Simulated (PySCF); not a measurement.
**One shape, several levels: C2H5NSeSi (SMILES N#C[SiH2]C[SeH])**

Wanted: a comparison of 4 runs (HF/3-21G, PBE/3-21G, B3LYP/6-31G*, PBE0/def2-SVP) of C2H5NSeSi. The job is set up through a Python script.

The calculation is run with PySCF 2.14.0.

### Step 1. The system as given

C2H5NSeSi has 10 atoms, charge 0, and is taken as a singlet. SMILES: `N#C[SiH2]C[SeH]`. Geometry: a GFN2-xTB relaxation, a rough one for these elements and not checked as a minimum. This is one conformer, not always the lowest.

Bond lengths: N1–C2 1.145 Å, C2–Si3 1.869 Å, Si3–C4 1.907 Å, C4–Se5 1.974 Å, Si3–H6 1.461 Å, Si3–H7 1.465 Å, C4–H8 1.090 Å, C4–H9 1.091 Å, Se5–H10 1.449 Å. Some angles: N1–C2–Si3 179.4°, C2–Si3–C4 104.9°, Si3–C4–Se5 111.8°, C2–Si3–H6 108.2°, C2–Si3–H7 107.4°, C4–Si3–H6 111.2°, C4–Si3–H7 110.6°, Si3–C4–H8 113.4°, Si3–C4–H9 111.5°, Se5–C4–H8 107.4°.

### Step 2. Energy and gradient at HF/3-21G (run 1)

The input, input.xyz:

```xyz
10

N      0.326990    -2.502340     2.159270
C      0.403920    -1.504830     1.602300
Si     0.541370     0.129030     0.706040
C     -0.778340     0.048060    -0.668460
Se    -0.782060     1.679890    -1.778590
H      0.246830     1.197880     1.657360
H      1.885010     0.200260     0.126930
H     -0.653000    -0.802860    -1.338640
H     -1.785890    -0.000080    -0.253490
H      0.595170     1.554970    -2.212740
```

The input, job.py:

```python
from pyscf import gto

molecule = gto.Mole()
molecule.atom = 'input.xyz'
molecule.max_memory = 1860
molecule.basis = '3-21g'
molecule.spin = 0
molecule.verbose = 4
molecule.build()

myscf = molecule.RHF()
myscf.conv_tol = 1e-10
myscf.kernel()
if not myscf.converged:
    myscf = myscf.newton().run(myscf.mo_coeff, myscf.mo_occ)

e_final = myscf.e_tot
print('Final energy', e_final)
grad = myscf.nuc_grad_method().kernel()
myscf.analyze()
```

Command:

```bash
$ OMP_NUM_THREADS=1 python job.py
```

The program printed:

```text
PySCF version 2.14.0

[... 91 lines left out ...]
MO #2   energy= -68.3582921922606  occ= 2
[... 9 lines left out ...]
MO #12  energy= -6.57805375572728  occ= 2
[... 9 lines left out ...]
MO #22  energy= -2.53913864416203  occ= 2
[... 9 lines left out ...]
MO #32  energy= -0.514396330295131 occ= 2
[... 9 lines left out ...]
MO #42  energy= 0.254591839343298  occ= 0
[... 9 lines left out ...]
MO #52  energy= 0.701715846805818  occ= 0
[... 9 lines left out ...]
MO #62  energy= 1.22949961251327   occ= 0
[... 9 lines left out ...]
MO #72  energy= 3.02291927787021   occ= 0
[... 85 lines left out ...]
Dipole moment(X, Y, Z, Debye):  0.62167,  2.07146, -1.49469
```

It took 8.7 s on 1 thread of Intel Xeon at 2.50GHz (Skylake/Cascade Lake), shared host; peak memory 0.14 GiB.

### Step 3. Energy and forces at PBE/3-21G (run 2)

The input, run.py:

```python
import pyscf.grad
from pyscf import gto, dft

molecule = gto.M(
    atom=[
    ('N', (0.326990, -2.502340, 2.159270)),
    ('C', (0.403920, -1.504830, 1.602300)),
    ('Si', (0.541370, 0.129030, 0.706040)),
    ('C', (-0.778340, 0.048060, -0.668460)),
    ('Se', (-0.782060, 1.679890, -1.778590)),
    ('H', (0.246830, 1.197880, 1.657360)),
    ('H', (1.885010, 0.200260, 0.126930)),
    ('H', (-0.653000, -0.802860, -1.338640)),
    ('H', (-1.785890, -0.000080, -0.253490)),
    ('H', (0.595170, 1.554970, -2.212740)),
],
    max_memory=1860,
    basis='3-21g',
    verbose=4,
)

calc0 = dft.RKS(molecule)
calc0.xc = 'pbe'
calc0.conv_tol = 1e-10
calc0.grids.level = 5
calc0.kernel()
if not calc0.converged:
    calc0 = calc0.newton().run(calc0.mo_coeff, calc0.mo_occ)

etot = calc0.e_tot
print(f'total energy: {etot:.8f} hartree')
grad = calc0.Gradients().kernel()
calc0.analyze()
```

Command:

```bash
$ OMP_NUM_THREADS=1 python run.py
```

The program printed:

```text
PySCF version 2.14.0

[... 107 lines left out ...]
MO #2   energy= -64.989499129527   occ= 2
[... 9 lines left out ...]
MO #12  energy= -5.43753202753683  occ= 2
[... 9 lines left out ...]
MO #22  energy= -1.83581026877872  occ= 2
[... 9 lines left out ...]
MO #32  energy= -0.316584631170017 occ= 2
[... 9 lines left out ...]
MO #42  energy= 0.0734980073344933 occ= 0
[... 9 lines left out ...]
MO #52  energy= 0.46656999203636   occ= 0
[... 9 lines left out ...]
MO #62  energy= 0.91439481731679   occ= 0
[... 9 lines left out ...]
MO #72  energy= 2.64707773652075   occ= 0
[... 85 lines left out ...]
Dipole moment(X, Y, Z, Debye):  0.47799,  1.84867, -1.61340
```

It took 69 s on 1 thread of Intel Xeon at 2.50GHz (Skylake/Cascade Lake), shared host; peak memory 0.71 GiB.

Run 3 isn't shown in full; the table further down has it.

### Step 4. Energy and gradient at PBE0/def2-SVP (run 4)

The input, input.py:

```python
import pyscf.grad
from pyscf import gto, dft

molecule = gto.M(
    atom='''
N      0.326990    -2.502340     2.159270
C      0.403920    -1.504830     1.602300
Si     0.541370     0.129030     0.706040
C     -0.778340     0.048060    -0.668460
Se    -0.782060     1.679890    -1.778590
H      0.246830     1.197880     1.657360
H      1.885010     0.200260     0.126930
H     -0.653000    -0.802860    -1.338640
H     -1.785890    -0.000080    -0.253490
H      0.595170     1.554970    -2.212740
''',
    basis='def2-svp',
    max_memory=1860,
    verbose=4,
)

calc0 = dft.RKS(molecule, xc='pbe0')
calc0.grids.level = 5
calc0.conv_tol = 1e-10
calc0.kernel()
if not calc0.converged:
    calc0 = calc0.newton().run(calc0.mo_coeff, calc0.mo_occ)

e_tot = calc0.e_tot
print('Final energy', e_tot)
grad = calc0.Gradients().kernel()
dip = calc0.dip_moment()
pop, q = calc0.mulliken_pop()
```

Command:

```bash
$ OMP_NUM_THREADS=1 python input.py
```

The program printed:

```text
PySCF version 2.14.0

[... 79 lines left out ...]
converged SCF energy = -2823.95046541556
Final energy -2823.950465415562
[... 12 lines left out ...]
Dipole moment(X, Y, Z, Debye):  0.39390,  2.12336, -1.71467
[... 128 lines left out ...]
charge of    9H =      0.05642
```

It took 2.2 min on 1 thread of Intel Xeon at 2.50GHz (Skylake/Cascade Lake), shared host; peak memory 1.2 GiB.

### Step 5. Overview of the runs

| run | level | integration grid | energy (Eh) | dipole moment (D) | HOMO energy (eV) | LUMO energy (eV) | wall time |
| --- | --- | --- | --- | --- | --- | --- | --- |
| 1 | HF/3-21G | – | -2808.231631 | 2.63 | -9.43 | 2.99 | 8.7 s |
| 2 | PBE/3-21G | 5 | -2810.656310 | 2.50 | -5.44 | -1.31 | 69 s |
| 3 | B3LYP/6-31G* (spherical functions) | 5 | -2824.735824 | 2.56 | -6.59 | -0.96 | 1.9 min |
| 4 | PBE0/def2-SVP | 5 | -2823.950465 | 2.76 | -6.87 | -0.82 | 2.2 min |

### Step 6. Outcome

```
                       quantity           value
            run 4: total energy  -2823.95047 Eh
           run 4: dipole moment          2.76 D
             run 4: HOMO energy        -6.87 eV
             run 4: LUMO energy        -0.82 eV
           run 4: HOMO–LUMO gap         6.05 eV
run 4: largest force on an atom      2.000 eV/Å
```

The dipole moment (its size) runs from 2.50 D (PBE/3-21G) to 2.76 D (PBE0/def2-SVP). The two ends differ in method and basis. The HOMO–LUMO gap runs from 4.13 eV (PBE/3-21G) to 12.42 eV (HF/3-21G). Exact exchange widens orbital gaps. Totals of different functionals can't be ranked against each other. All runs together took 5.4 min, the longest 2.2 min.
